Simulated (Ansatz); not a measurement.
**One shape, several levels: C2H3ClNSi (SMILES C[Si](Cl)C#N)**

We compute a comparison of 6 runs (UHF/STO-3G, UB3LYP/6-31G*, U-revPBE/def2-SVP, UMP2/def2-SVP, UCCSD/def2-SVP, UCCSD(T)/def2-SVP) of C2H3ClNSi. 

The calculation is run with Ansatz 0.2.0.

107 further runs of the same task are left out: 107 set aside as unsound or not needed.

## 1. The structure to begin with

C2H3ClNSi: 8 atoms, total charge 0, spin state doublet. SMILES: `C[Si](Cl)C#N`. One bond was lengthened or shortened from a relaxed shape.

Bond lengths: C1–Si2 1.857 Å, Si2–Cl3 2.045 Å, Si2–C4 1.842 Å, C4–N5 1.154 Å, C1–H6 1.093 Å, C1–H7 1.091 Å, C1–H8 1.256 Å. Angles: C1–Si2–Cl3 112.0°, C1–Si2–C4 109.8°, Cl3–Si2–C4 107.5°, Si2–C4–N5 174.6°, Si2–C1–H6 109.8°, Si2–C1–H7 110.5°, Si2–C1–H8 109.7°, H6–C1–H7 109.0°, H6–C1–H8 108.9°, H7–C1–H8 109.0°.

## 2. The energy at UHF/STO-3G (run 1)

job.yaml

```yaml
basis:
  gaussian: {orbitals: STO-3G}
crystal:
  periodic: [false, false, false]
  atoms:
    - {symbol: C, position_ang: [-0.562619, -0.606704, 0.814272]}
    - {symbol: Si, position_ang: [0.747081, 0.586296, 0.257072]}
    - {symbol: Cl, position_ang: [2.631481, -0.154704, 0.544472]}
    - {symbol: C, position_ang: [0.553981, 0.927396, -1.542728]}
    - {symbol: "N", position_ang: [0.389981, 1.236496, -2.642628]}
    - {symbol: H, position_ang: [-0.452319, -1.553404, 0.278472]}
    - {symbol: H, position_ang: [-0.477719, -0.793704, 1.885672]}
    - {symbol: H, position_ang: [-1.699700, -0.132000, 0.571400]}
total_charge: 0
magnetization: {spin_polarized: true, initial_magnetization: 1}
hamiltonian: {xc: hf}
accuracy: high
output: {orbitals: {seedname: orbitals}}
```

Command:

```console
$ ansatz run job.yaml --threads 1 --pin off --max-ram 3480MiB --events-out events.jsonl --progress --plain --runs-dir runs
```

The log of the run:

```text
Warning: RAYON_NUM_THREADS=1 ignored (pool sized by the plan → 1); use --threads N
Functional definition: HF
  name "HF"
  exchange = exact_x
  correlation = 0
726 factors; integrals over basis functions are off by at most 3.2e-9 eV
mean field evaluation 1: about -23682.7675 eV, gradient 2.5e1 eV
mean field evaluation 2: about -23682.8477 eV, gradient 2.5e1 eV
mean field evaluation 4: about -23687.2447 eV, gradient 2.4e0 eV
mean field evaluation 8: about -23687.3473 eV, gradient 2.6e-1 eV
mean field evaluation 16: about -23687.3759 eV, gradient 1.0e-3 eV
mean field evaluation 32: about -23687.3497 eV, gradient 2.8e-1 eV
mean field -23687.37586063 eV, -870.4950069981 hartree, gradient 3.0e-8 eV, S^2 0.876470; 0 other end points of the search recorded, 0 dependent functions left out
reference -23687.37586063 eV, -870.4950069981 hartree; 27, 26 occupied and 9, 10 virtual orbitals, 726 factors
Total energy: -23687.37586063 eV, -870.4950069981 hartree
```

Wall time 0.54 s (1 thread of Intel Xeon 6975P-C (Granite Rapids), shared host); peak memory 0.12 GiB.

## 3. The energy at UB3LYP/6-31G(d) (spherical functions) (run 2)

run.yaml

```yaml
crystal:
  periodic: [false, false, false]
  atoms:
    - symbol: C
      position_ang: [-0.562619, -0.606704, 0.814272]
    - symbol: Si
      position_ang: [0.747081, 0.586296, 0.257072]
    - symbol: Cl
      position_ang: [2.631481, -0.154704, 0.544472]
    - symbol: C
      position_ang: [0.553981, 0.927396, -1.542728]
    - symbol: "N"
      position_ang: [0.389981, 1.236496, -2.642628]
    - symbol: H
      position_ang: [-0.452319, -1.553404, 0.278472]
    - symbol: H
      position_ang: [-0.477719, -0.793704, 1.885672]
    - symbol: H
      position_ang: [-1.699700, -0.132000, 0.571400]
basis:
  gaussian: {orbitals: 6-31G_st_-spherical.json}
magnetization: {spin_polarized: true, initial_magnetization: 1}
hamiltonian: {xc: {name: B3LYP}}
accuracy: high
output: {orbitals: {seedname: orbitals}}
```

The basis set 6-31G* is read from a file made from the Basis Set Exchange's data (not shown).

Command:

```console
$ ansatz run run.yaml --threads 1 --pin off --max-ram 3480MiB --events-out events.jsonl --progress --plain --runs-dir runs
```

The log of the run:

```text
Warning: RAYON_NUM_THREADS=1 ignored (pool sized by the plan → 1); use --threads N
Functional definition: B3LYP
  name "B3LYP"
  parameter a0 = 0.2
  parameter ax = 0.72
  parameter ac = 0.81
  exchange = (1 - a0 - ax)*slater_x + ax*b88_x + a0*exact_x
  correlation = (1 - ac)*vwn_rpa_c + ac*lyp_c
1863 factors; integrals over basis functions are off by at most 4.5e-9 eV
mean field evaluation 1: about -24004.7240 eV, gradient 3.9e1 eV
mean field evaluation 2: about -23972.9363 eV, gradient 7.9e1 eV
mean field evaluation 4: about -24012.1888 eV, gradient 4.3e0 eV
mean field evaluation 8: about -24012.5294 eV, gradient 7.4e-1 eV
mean field evaluation 16: about -24012.5331 eV, gradient 1.3e-3 eV
mean field evaluation 32: about -24012.5331 eV, gradient 3.5e-8 eV
mean field -24012.53308606 eV, -882.4443146330 hartree, gradient 1.9e-8 eV, S^2 0.752346; 0 other end points of the search recorded, 0 dependent functions left out
reference -24012.53312230 eV, -882.4443159650 hartree; 27, 26 occupied and 57, 58 virtual orbitals, 1863 factors
Total energy: -24012.53312230 eV, -882.4443159650 hartree
```

Run time: 8.1 s. Hardware: 1 thread of Intel Xeon 6975P-C (Granite Rapids), shared host; peak memory 0.43 GiB.

## 4. A single-point energy at U-revPBE/def2-SVP (run 3)

run.yaml

```yaml
crystal:
  periodic: [false, false, false]
  atoms:
    - {symbol: C, position_ang: [-0.562619, -0.606704, 0.814272]}
    - {symbol: Si, position_ang: [0.747081, 0.586296, 0.257072]}
    - {symbol: Cl, position_ang: [2.631481, -0.154704, 0.544472]}
    - {symbol: C, position_ang: [0.553981, 0.927396, -1.542728]}
    - {symbol: "N", position_ang: [0.389981, 1.236496, -2.642628]}
    - {symbol: H, position_ang: [-0.452319, -1.553404, 0.278472]}
    - {symbol: H, position_ang: [-0.477719, -0.793704, 1.885672]}
    - {symbol: H, position_ang: [-1.699700, -0.132000, 0.571400]}
basis:
  gaussian:
    orbitals: def2-SVP
accuracy: high
output: {orbitals: {seedname: orbitals}}
hamiltonian:
  xc: {name: revPBE}
magnetization:
  spin_polarized: true
  initial_magnetization: 1
```

Command:

```console
$ ansatz run run.yaml --threads 1 --pin off --max-ram 3480MiB --events-out events.jsonl --progress --plain --runs-dir runs
```

The log of the run:

```text
Warning: RAYON_NUM_THREADS=1 ignored (pool sized by the plan → 1); use --threads N
Functional definition: revPBE
  name "revPBE"
  parameter kappa = 1.245
  parameter beta = 0.06672455060314922
  exchange = pbe_x(kappa = kappa, mu = beta*pi^2/3)
  correlation = pbe_c(beta = beta)
2035 factors; integrals over basis functions are off by at most 6.3e-9 eV
mean field evaluation 1: about -23987.3413 eV, gradient 4.6e1 eV
mean field evaluation 2: about -23917.7897 eV, gradient 1.1e2 eV
mean field evaluation 4: about -23998.4340 eV, gradient 9.7e0 eV
mean field evaluation 8: about -23998.8433 eV, gradient 1.0e-1 eV
mean field evaluation 16: about -23998.8345 eV, gradient 1.4e-4 eV
mean field -23998.83453433 eV, -881.9409021422 hartree, gradient 1.9e-8 eV, S^2 0.752231; 0 other end points of the search recorded, 0 dependent functions left out
reference -23998.83453792 eV, -881.9409022744 hartree; 27, 26 occupied and 66, 67 virtual orbitals, 2035 factors
Total energy: -23998.83453792 eV, -881.9409022744 hartree
```

Run time: 5.7 s. Hardware: 1 thread of Intel Xeon 6975P-C (Granite Rapids), shared host; peak memory 0.32 GiB.

Runs 4 to 5 aren't shown in full; the table further down has their settings and results.

## 5. The energy at UCCSD(T)/def2-SVP (run 6)

run.yaml

```yaml
crystal:
  periodic: [false, false, false]
  atoms:
    - symbol: C
      position_ang: [-0.562619, -0.606704, 0.814272]
    - symbol: Si
      position_ang: [0.747081, 0.586296, 0.257072]
    - symbol: Cl
      position_ang: [2.631481, -0.154704, 0.544472]
    - symbol: C
      position_ang: [0.553981, 0.927396, -1.542728]
    - symbol: "N"
      position_ang: [0.389981, 1.236496, -2.642628]
    - symbol: H
      position_ang: [-0.452319, -1.553404, 0.278472]
    - symbol: H
      position_ang: [-0.477719, -0.793704, 1.885672]
    - symbol: H
      position_ang: [-1.699700, -0.132000, 0.571400]
basis:
  gaussian: {orbitals: def2-SVP}
correlation: {method: ccsd_t, frozen_orbitals: {C: 1, Cl: 5, H: 0, "N": 1, Si: 5}}
accuracy: high
scf: {omitted_lower_state_checks: [cluster_reference, increment]}
magnetization: {spin_polarized: true, initial_magnetization: 1}
```

Command:

```console
$ ansatz run run.yaml --threads 1 --pin off --max-ram 3480MiB --events-out events.jsonl --progress --plain --runs-dir runs
```

The log of the run, cut to the lines that bear on the results:

```text
Warning: RAYON_NUM_THREADS=1 ignored (pool sized by the plan → 1); use --threads N
[... 2 set-up lines as earlier in the session ...]
[...]
2035 factors; integrals over basis functions are off by at most 6.3e-9 eV
[...]
mean field -23947.09473364 eV, -880.0394995376 hartree, gradient 3.7e-8 eV, S^2 0.792110; 2 other end points of the search recorded, 0 dependent functions left out
13 core orbitals not correlated: weight in the atoms' cores, before any rotation towards them, 1.000 or more for the frozen orbitals, at most 0.000 for the correlated occupied ones
reference -23947.09473364 eV, -880.0394995376 hartree; 14, 13 occupied and 66, 67 virtual orbitals, 2035 factors
second order -16.93432387 eV of doubles, -0.00000000 eV of singles
cycle   1  -17.39093299 eV  change   -4.6e-1 eV  update   1.1e-1
[...]
cycle  25  -18.08943238 eV  change   -1.4e-9 eV  update  8.9e-10
perturbative correction -0.63702873 eV, -0.0234103742 hartree
Total energy: -23965.82119475 eV, -880.7276842902 hartree
Checks for a lower state left out: cluster_reference, increment
```

It took 46 s on 1 thread of Intel Xeon 6975P-C (Granite Rapids), shared host; peak memory 1.1 GiB.

## 6. All runs side by side

```csv
run,level,frozen core orbitals,energy (Eh),⟨S²⟩,wall time
1,UHF/STO-3G,–,-870.495007,0.876,0.54 s
2,UB3LYP/6-31G* (spherical functions),–,-882.444316,0.752,8.1 s
3,U-revPBE/def2-SVP,–,-881.940902,0.752,5.7 s
4,UMP2/def2-SVP,13,-880.661824,0.792,4.2 s
5,UCCSD/def2-SVP,13,-880.704274,0.792,34 s
6,UCCSD(T)/def2-SVP,13,-880.727684,0.792,46 s
```

## 7. Results

| quantity | value |
| --- | --- |
| run 6: total energy | -880.72768 Eh |
| run 6: correlation energy (13 core orbitals frozen) | -688.2 mEh |
| run 6: (T) correction | -23.41 mEh |
| run 6: ⟨S²⟩ of the reference determinant | 0.792 |
| run 6: T1 diagnostic | 0.019 |

**Reading.** Totals of different functionals can't be ranked against each other. In run 1 the basis is minimal, so the values are rough. Spin contamination of the reference: run 1 ⟨S²⟩ = 0.88. All runs together took 98 s, the longest 46 s.
